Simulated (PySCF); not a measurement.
**MoS₂: structure of the triplet**

Aim: relax MoS₂ as a triplet from a B3LYP minimum start, check by its vibrations whether the end is a minimum, and collect its spectrum and constants.

Method: B3LYP, basis Mo def2-SVP with ECP28, S def2-SVP, scalar-relativistic core potentials, no spin–orbit coupling, density fitting; program: PySCF 2.14.0.

### 1 Starting geometry

3 atoms, charge 0, spin multiplicity 3.

Bond lengths: Mo1–S2 2.122 Å, Mo1–S3 2.122 Å. Angles: S2–Mo1–S3 113.7°.

```xyz
3
charge 0 multiplicity 3
Mo    0.4581   -0.0160    0.0000
S    -0.7014    0.0246    1.7763
S    -0.7014    0.0246   -1.7763
```

### 2 First SCF at the start

The steps below are one call of a driver around PySCF. For each, scf.py gives the equivalent set-up of the SCF; relaxations use the driver's own optimiser. After this first run the driver tries any further starts and a stability analysis.

File scf.py:

```python
from pyscf import gto, scf, dft
mol = gto.M(atom='''
Mo     0.458068    -0.016042    -0.000000
S     -0.701352     0.024562     1.776290
S     -0.701352     0.024562    -1.776290''',
    basis={'Mo': 'def2-SVP', 'S': 'def2-SVP'},
    ecp={'Mo': 'def2-SVP'},
    charge=0, spin=2)
mf = dft.UKS(mol, xc='B3LYP')
mf.grids.atom_grid = (50, 194)
aux = {'Mo': 'def2-universal-JKFIT', 'S': 'def2-universal-JKFIT'}
mf = mf.density_fit(auxbasis=aux)
mf.conv_tol = 1e-08
mf.diis_space = 10
mf.max_cycle = 60
mf.init_guess = 'minao'
mf.verbose = 4
mf.kernel()
```

Launch:

```
$ OMP_NUM_THREADS=2 python axn.py task.json out
```

The runs that follow: B3LYP minimum start, triplet: relaxation; Is it a minimum? Harmonic modes.

**Question.** What will these runs give? Wanted: minimum; geometry; wavenumbers; dipole moment; highest occupied, lowest empty level; polar-tensor charge of Mo1; zero-point energy; atomisation energy; ⟨S²⟩.

**Answer**, as computed:

| quantity | value |
| --- | --- |
| minimum | triplet, C2v |
| geometry | Mo–S 2.121 Å (×2); S–Mo–S 113.7° |
| wavenumbers (cm⁻¹) | 168 (a1), 539 (a1), 549 (b2) |
| dipole moment | 3.62 D |
| highest occupied, lowest empty level (either spin) | -6.15, -4.00 eV |
| polar-tensor charge of Mo1 | +0.95 e |
| zero-point energy | 7.5 kJ/mol |
| entropy at 298.15 K | 300.6 J/(mol K) |
| atomisation energy (no zero-point energy) | 818 kJ/mol |
| ⟨S²⟩ | 2.045 |

In words: The molecule stays C2v, as typed, and the end point is a minimum. In the infrared the band at 549 cm⁻¹ (b2, stretch) leads. Most of the spin sits on Mo1 (Mulliken spin 2.25, against 2 for the whole molecule). Other starts or spin states, not run here, may lie lower. One determinant may miss the lowest occupation of an open d or f shell.
